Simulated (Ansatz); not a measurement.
I need a surface slab of Li3Au, space group Fm-3m. Use Ansatz 0.2.0 through its Python package. Use (first run): r2SCAN, PAW, the default cutoff (500 eV here), 4×4×1 k-points, Fermi-Dirac smearing of 0.1 eV.

```xyz
4
Lattice="0.0000 3.1510 3.1510 3.1510 0.0000 3.1510 3.1510 3.1510 0.0000" Properties=species:S:1:pos:R:3 pbc="T T T"
Li    1.5755    1.5755    1.5755
Li    4.7265    4.7265    4.7265
Li    3.1510    3.1510    3.1510
Au    0.0000    0.0000    0.0000
```

`li3au_slab.py`
```python
"""Slab calculation for Li3Au."""

import ansatz as az
from ase import Atoms
from ase.build import surface
from ase.constraints import FixAtoms
import numpy as np

atoms = Atoms(
    ["Li", "Li", "Li", "Au"],
    scaled_positions=[
        [0.25, 0.25, 0.25],
        [0.75, 0.75, 0.75],
        [0.5, 0.5, 0.5],
        [0.0, 0.0, 0.0],
    ],
    cell=[
        [0.0, 3.151, 3.151],
        [3.151, 0.0, 3.151],
        [3.151, 3.151, 0.0],
    ],
    pbc=True,
)
# the plane is named in the basis of this cell
slab = surface(atoms, (1, 0, 1), 3, vacuum=7.0)
slab.pbc = True

print(slab.get_chemical_formula(), "area {:.3f} A^2, cell height {:.2f} A".format(np.linalg.norm(np.cross(slab.cell[0], slab.cell[1])), slab.cell[2, 2]))
# hold the lower half
slab.set_constraint(FixAtoms(mask=slab.positions[:, 2] < slab.positions[:, 2].mean()))


def common(structure):
    return (
        az.Crystal.from_ase(structure).calculation()
        .functional("r2SCAN")
        .occupations(az.OccupationsMethod.FERMI_DIRAC)  # smearing steadies the SCF of a metal
    )


model = (
    common(slab)
    .kpoints(4, 4, 1)  # the mesh must be finer for metals
    .electric_field(axis=3, dipole_correction=True)
    .relax(force_tolerance=0.03, max_steps=30)
)
result = model.run()
data = result.report

print(f"slab free energy {data['free_energy_ev']:.4f} eV, Fermi level {data['fermi_energy_ev']:.3f} eV")
face = data["work_function"]
print("work function (eV), upper and lower face:", *(round(face[k], 3) for k in ("phi_plus_ev", "phi_minus_ev") if face.get(k) is not None))
print(f"dipole {face['dipole_moment_e_ang']:+.4f} e A")

# surface energy from the bulk energy at the same settings
bulk = common(atoms).kpoints(6, 6, 6).run().report
excess = data["free_energy_ev"] - bulk["free_energy_ev"] * len(slab) / len(atoms)
area = np.linalg.norm(np.cross(slab.cell[0], slab.cell[1]))
print(f"mean surface energy {excess / (2 * area) * 16.02177:.3f} J/m^2 ({1000 * excess / (2 * area):.1f} meV/A^2)")

print("atom   z before  z after (A)")
for atom, site in zip(slab, result.lattice.sites):
    print(f"{atom.symbol:3s} {atom.z:9.3f} {site.position_ang[2]:9.3f}")
```

```console
$ python li3au_slab.py
Au3Li9 area 19.858 A^2, cell height 21.88 A
DeckWarning: basis.ecutwfc = 500 eV, auto-derived from the records' recommended cutoffs: set by Li (their level for a meta-GGA)
RunWarning: efield: at this solve's end the planar-averaged density reaches 2.89e-5 e/Å³ inside the ramp window [0.9043, 0.0957] (bound 1e-5 e/Å³); by the running means of the window's planes the mean density over a ramp is at most 2.37e-5 e/Å³, which is held to the bound (the quickstart, § The vacuum guard, A window that rings); the window's nearer edge stands 4.91 Å from this solve's nearest atom along the axis. Its work functions, free energy, forces, stress, dipole, levels and responses can [...]
slab free energy -41339.6931 eV, Fermi level 1.318 eV
work function (eV), upper and lower face: 2.941 3.556
dipole +0.0675 e A
mean surface energy 0.678 J/m^2 (42.3 meV/A^2)
atom   z before  z after (A)
Li      8.575     8.575
Li      8.575     8.575
Li      7.000     7.000
Au      7.000     7.000
Li     11.726    11.704
Li     11.726    11.704
Li     10.151    10.151
Au     10.151    10.151
Li     14.877    14.779
Li     14.877    14.779
Li     13.302    13.078
Au     13.302    13.305
```
(Warnings from the package without file and line, shortened, repeats left out.)

Notes:
- Absolute energies stand on the zero of these potentials, so only differences at equal settings mean something. A total without «per atom» is that of the cell as typed.
- The density doesn't vanish in the vacuum (a short gap or a low cutoff), which blurs the vacuum level.
- The mesh is modest for a metal, so energies can be off by several to tens of meV an atom and pressures by half a GPa or more; differences at equal mesh fare better.
- An absolute Fermi energy rests on an arbitrary zero of the periodic potential and has no direct meaning.
- Spin-orbit coupling, which matters for elements this heavy, is left out.
- The starting cell is as deposited in a crystallographic database; the results hold for this polymorph, which needn't be the stable one.
- The slab is thin and cut from the structure as given; a cut can leave two unlike or polar faces, and the surface energy is then their mean. Miller indices refer to the vectors of the cell as typed, and the lattice isn't relaxed for this functional, so relaxation and surface energy can hold strain.
- Timing: 80 s on 1 thread of Arm Neoverse V2, on a shared host, peak memory 1.5 GiB.

(Lines on the test bed's own set-up are left out of the output.)
